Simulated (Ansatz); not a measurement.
Runs of Ansatz 0.2.0 on Ga3Se. It takes space group Pm-3m (No. 221, cubic). The conventional cell has a = 4.432 Å, b = 4.432 Å, c = 4.432 Å, α = 90.00°, β = 90.00°, γ = 90.00°. Around Se (site symmetry m-3m) lie 12 Ga at 3.13 Å. Ga (site symmetry 4/mmm) is surrounded by 4 Se at 3.13 Å and 8 Ga at 3.13 Å. The cell comes from a database or a generator and needn't be the stable form of this composition.

```csv
task,level,potentials or basis,k mesh,cutoff (eV),smearing,basis error allowed,gap on the mesh (eV),pressure (GPa)
phonons,PBEsol,"all-electron LAPW, scalar-relativistic",6 × 6 × 6,171,fermi-dirac 0.05 eV,0.002 eV/atom,none,-
density of states,PBEsol,all-electron PAW datasets made for the crystal,6 × 6 × 6,220,fermi-dirac 0.05 eV,-,none,-3.6
band structure,LDA,"all-electron LAPW, scalar-relativistic",6 × 6 × 6,158,fermi-dirac 0.05 eV,0.002 eV/atom,-,-4.9
single point,PBEsol,"all-electron LAPW, scalar-relativistic",4 × 4 × 4,158,fermi-dirac 0.03 eV,0.002 eV/atom,none,-3.1
band structure,PBE,"all-electron LAPW, scalar-relativistic",6 × 6 × 6,158,fermi-dirac 0.05 eV,0.002 eV/atom,-,(a)
```

Alike in all rows: no spin polarisation; cell as given.

Estimate the missing entries.

(a) -0.6.

Caveats: a metal's response needs a denser mesh (some runs); some modes are imaginary (some runs); the program warned that the printed levels may be off, so bands, gaps and densities of states are rough (some runs); the k mesh is thin for a metal, which can move the energy by tens of meV per atom (some runs).

A k mesh can miss the band edges, and the runs leave out spin-orbit coupling on Ga, Se.

A gap of «none» marks a metal or a gap under the smearing width.

Not every run made on this cell is shown here.
